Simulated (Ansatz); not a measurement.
# CH2F3Si (SMILES [CH2][Si](F)(F)F) at UBHLYP/def2-SVP

What is the electronic atomisation energy of CH2F3Si at UBHLYP/def2-SVP? 

The results are computed with Ansatz 0.2.0.

64 further runs of the same task are left out: 64 set aside as unsound or not needed.

**1. The system as given**

CH2F3Si has 7 atoms, charge 0, and is taken as a doublet. SMILES: `[CH2][Si](F)(F)F`. Geometry: relaxed at PBE0-D4/def2-TZVP.

Bond lengths: C1–Si2 1.812 Å, Si2–F3 1.577 Å, Si2–F4 1.578 Å, Si2–F5 1.577 Å, C1–H6 1.084 Å, C1–H7 1.084 Å. Angles: C1–Si2–F3 111.1°, C1–Si2–F4 112.7°, C1–Si2–F5 111.2°, F3–Si2–F4 106.8°, F3–Si2–F5 108.2°, F4–Si2–F5 106.7°, Si2–C1–H6 122.2°, Si2–C1–H7 122.2°, H6–C1–H7 115.6°.

**2. The energy at UBHLYP/def2-SVP**

molecule.yaml

```yaml
crystal:
  periodic: [false, false, false]
  atoms:
    - symbol: C
      position_ang: [-0.691800, 0.401700, 0.763500]
    - symbol: Si
      position_ang: [0.442900, -0.260900, -0.483500]
    - symbol: F
      position_ang: [0.009400, 0.178500, -1.934200]
    - symbol: F
      position_ang: [0.495400, -1.838000, -0.481100]
    - symbol: F
      position_ang: [1.916900, 0.241300, -0.236600]
    - symbol: H
      position_ang: [-1.731100, 0.616200, 0.542200]
    - symbol: H
      position_ang: [-0.380400, 0.593100, 1.784100]
basis:
  gaussian:
    orbitals: def2-SVP
magnetization:
  spin_polarized: true
  initial_magnetization: 1
hamiltonian:
  xc: {name: BHLYP}
accuracy: high
output: {orbitals: {seedname: orbitals}}
```

Run with:

```console
$ ansatz run molecule.yaml --threads 1 --pin off --max-ram 3480MiB --events-out events.jsonl --progress --plain --runs-dir runs
```

The program printed:

```text
Warning: RAYON_NUM_THREADS=1 ignored (pool sized by the plan → 1); use --threads N
Functional definition: BHLYP
  name "BHLYP"
  parameter a = 0.5
  exchange = (1 - a)*b88_x + a*exact_x
  correlation = lyp_c
1745 factors; integrals over basis functions are off by at most 4.0e-9 eV
mean field evaluation 1: about -17084.5903 eV, gradient 3.3e1 eV
mean field evaluation 2: about -17085.1179 eV, gradient 3.2e1 eV
mean field evaluation 4: about -17088.2073 eV, gradient 6.7e-1 eV
mean field evaluation 8: about -17088.2710 eV, gradient 4.1e-2 eV
mean field evaluation 16: about -17088.2710 eV, gradient 2.1e-5 eV
mean field -17088.27101746 eV, -627.9823770454 hartree, gradient 7.7e-8 eV, S^2 0.753791; 0 other end points of the search recorded, 0 dependent functions left out
reference -17088.27103998 eV, -627.9823778733 hartree; 25, 24 occupied and 59, 60 virtual orbitals, 1745 factors
Total energy: -17088.27103998 eV, -627.9823778733 hartree
```

Run time: 9.3 s. Hardware: 1 thread of Arm Neoverse V2, shared host; peak memory 0.38 GiB.

**3. The C atom at the same level**

job.yaml

```yaml
crystal:
  periodic: [false, false, false]
  atoms:
    - symbol: C
      position_ang: [0.000000, 0.000000, 0.000000]
basis:
  gaussian:
    orbitals: def2-SVP
magnetization:
  spin_polarized: true
  initial_magnetization: 2
hamiltonian:
  xc: {name: BHLYP}
accuracy: high
```

Run the same way, it converges to -37.80198 Eh (log not shown).

**4. The F atom**

molecule.yaml

```yaml
crystal:
  periodic: [false, false, false]
  atoms:
    - {symbol: F, position_ang: [0.000000, 0.000000, 0.000000]}
basis:
  gaussian:
    orbitals: def2-SVP
magnetization:
  spin_polarized: true
  initial_magnetization: 1
hamiltonian:
  xc: {name: BHLYP}
accuracy: high
```

Run the same way, it converges to -99.61660 Eh (log not shown).

**5. The H atom at the same level**

job.yaml

```yaml
crystal:
  periodic: [false, false, false]
  atoms:
    - {symbol: H, position_ang: [0.000000, 0.000000, 0.000000]}
basis:
  gaussian:
    orbitals: def2-SVP
magnetization:
  spin_polarized: true
  initial_magnetization: 1
hamiltonian:
  xc: {name: BHLYP}
accuracy: high
```

Run with:

```console
$ ansatz run job.yaml --threads 1 --pin off --max-ram 3480MiB --events-out events.jsonl --progress --plain --runs-dir runs
```

The program printed:

```text
Warning: RAYON_NUM_THREADS=1 ignored (pool sized by the plan → 1); use --threads N
[... 5 set-up lines as earlier in the session ...]
15 factors; integrals over basis functions are off by at most 8.9e-10 eV
mean field evaluation 1: about -13.5381 eV, gradient 8.2e-1 eV
mean field evaluation 2: about -13.5467 eV, gradient 1.5e-1 eV
mean field evaluation 4: about -13.5469 eV, gradient 9.3e-5 eV
mean field evaluation 8: about -13.5469 eV, gradient 3.4e-11 eV
mean field -13.54689866 eV, -0.4978393432 hartree, gradient 1.0e-10 eV, S^2 0.750000; 0 other end points of the search recorded, 0 dependent functions left out
reference -13.54691167 eV, -0.4978398215 hartree; 1, 0 occupied and 4, 5 virtual orbitals, 15 factors
Total energy: -13.54691167 eV, -0.4978398215 hartree
```

Wall time 0.1 s (1 thread of Arm Neoverse V2, shared host).

**6. The Si atom**

molecule.yaml

```yaml
crystal:
  periodic: [false, false, false]
  atoms:
    - {symbol: Si, position_ang: [0.000000, 0.000000, 0.000000]}
basis:
  gaussian: {orbitals: def2-SVP}
magnetization: {spin_polarized: true, initial_magnetization: 2}
hamiltonian: {xc: {name: BHLYP}}
accuracy: high
```

Run the same way, it converges to -289.27962 Eh (log not shown).

**7. What came out**

At UBHLYP/def2-SVP:

| quantity | value |
| --- | --- |
| molecule: total energy | -627.98238 Eh |
| molecule: HOMO energy (highest over α and β) | -9.41 eV |
| molecule: LUMO energy (lowest over α and β) | -1.93 eV |
| molecule: ⟨S²⟩ | 0.754 |
| C atom: total energy | -37.80198 Eh |
| C atom: ⟨S²⟩ | 2.003 |
| F atom: total energy | -99.61660 Eh |
| F atom: ⟨S²⟩ | 0.751 |
| H atom: total energy | -0.49784 Eh |
| H atom: ⟨S²⟩ | 0.750 |
| Si atom: total energy | -289.27962 Eh |
| Si atom: ⟨S²⟩ | 2.004 |
| electronic atomisation energy | 28.717 eV |

**Reading.** Taking the molecule apart into free atoms costs 28.72 eV (662 kcal/mol), before zero-point energy and without spin-orbit coupling.
